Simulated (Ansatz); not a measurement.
# CH5BOSi: up Jacob's ladder to CCSD(T)

The task here is to estimate one member of a computed series from the others.

The runs use Ansatz 0.2.0, Gaussian basis; functionals in def2-TZVPP, the program's frozen cores in correlated methods.

Plan: LDA (SPW92), PBE-D4, revPBE-D4, BLYP-D4, r2SCAN-D4, B97M-V, PBE0-D4, B3LYP-D4, r2SCANh-D4, r2SCAN0-D4, HSE06-D4, BHLYP-D4, CAM-B3LYP-D4, LC-ωPBE, ωB97X-V, ωB97M-V, B2PLYP, PBE-QIDH; CCSD(T)/def2-SVP; CCSD(T)/def2-TZVPP; MP2/def2-QZVPP; extrapolation to the limit; RPA on PBE.

### The geometry

All runs share one geometry, relaxed beforehand with PBE0-D4 in a triple-zeta def2 set.

SMILES `O=CB[SiH3]`, 9 atoms, charge 0, spin multiplicity 1.

Atoms are counted from 1 here; the program's logs count them from 0.

Bond lengths: O1–C2 1.223 Å, C2–B3 1.533 Å, C2–H5 1.103 Å, B3–Si4 2.010 Å, B3–H6 1.195 Å, Si4–H7 1.493 Å, Si4–H8 1.488 Å, Si4–H9 1.487 Å. Angles: O1–C2–B3 97.6°, O1–C2–H5 122.0°, B3–C2–H5 140.3°, C2–B3–Si4 121.3°, C2–B3–H6 116.4°, Si4–B3–H6 121.8°, B3–Si4–H7 107.1°, B3–Si4–H8 112.8°, B3–Si4–H9 111.7°, H7–Si4–H8 108.2°, H7–Si4–H9 107.9°, H8–Si4–H9 109.0°.

The first run:

File in.yaml:

```yaml
crystal:
  periodic: [false, false, false]
  atoms:
    - {symbol: O, position_ang: [1.059957, 1.660630, -0.887410]}
    - {symbol: C, position_ang: [0.382859, 0.824095, -1.467684]}
    - {symbol: B, position_ang: [-0.549870, 0.473832, -0.302071]}
    - {symbol: Si, position_ang: [-0.033940, -0.896989, 1.073890]}
    - {symbol: H, position_ang: [0.558734, 0.558867, -2.523881]}
    - {symbol: H, position_ang: [-1.528903, 1.149270, -0.182923]}
    - {symbol: H, position_ang: [-1.009056, -2.021219, 0.959655]}
    - {symbol: H, position_ang: [1.333026, -1.442572, 0.858313]}
    - {symbol: H, position_ang: [-0.124408, -0.352215, 2.455012]}
basis:
  gaussian: {orbitals: def2-TZVPP}
hamiltonian: {xc: lda}
output: {orbitals: {seedname: orbitals}}
```

Started as:

```sh
$ ansatz run in.yaml --threads 2 --pin off --events-out ev --progress --plain --max-ram 4352MiB
```

Steps of the session up to this table: LDA; PBE-D4 (GGA); revPBE-D4 (GGA); BLYP-D4 (GGA); r2SCAN-D4 (meta-GGA); B97M-V (meta-GGA); B3LYP-D4 (hybrid); r2SCANh-D4 (hybrid); r2SCAN0-D4 (hybrid); HSE06-D4 (hybrid); BHLYP-D4 (hybrid); CAM-B3LYP-D4 (range-separated); LC-ωPBE (range-separated); ωB97X-V (range-separated); ωB97M-V (range-separated); B2PLYP (double hybrid); PBE-QIDH (double hybrid).

One table of the session follows, with a row left open; its other results are not shown here.

It belongs to the step «Frontier levels by functional». 

| functional | HOMO (eV) | LUMO (eV) | gap (eV) |
| --- | --- | --- | --- |
| LDA (SPW92) | -6.59 | -3.05 | 3.53 |
| PBE-D4 | -6.46 | -2.81 | 3.64 |
| revPBE-D4 | -6.40 | -2.71 | 3.68 |
| BLYP-D4 | -6.35 | -2.66 | 3.69 |
| r2SCAN-D4 | -6.67 | -2.55 | 4.11 |
| B97M-V | -6.81 | -2.58 | 4.22 |
| PBE0-D4 | -7.80 | -1.81 | 6.00 |
| B3LYP-D4 | -7.60 | -2.00 | 5.60 |
| r2SCANh-D4 | -7.18 | -2.17 | 5.01 |
| r2SCAN0-D4 | -7.97 | -1.64 | 6.33 |
| HSE06-D4 | -7.40 | -2.19 | 5.21 |
| BHLYP-D4 | ? | ? | ? |
| CAM-B3LYP-D4 | -9.22 | -0.67 | 8.55 |
| LC-ωPBE | -10.53 | 0.50 | 11.03 |
| ωB97X-V | -10.20 | 0.41 | 10.61 |
| ωB97M-V | -10.12 | 0.16 | 10.28 |

Estimate the missing values for BHLYP-D4.

Worked estimate for «HOMO (eV)». Against the share of exact exchange, BLYP-D4 (0, -6.35), B3LYP-D4 (0.2, -7.60) give a slope of -6.25 per unit share; at 0.5 the line stands at -9.47.

As computed: HOMO (eV): -9.14; LUMO (eV): -0.75; gap (eV): 8.40. In «HOMO (eV)» the line misses by -0.33.
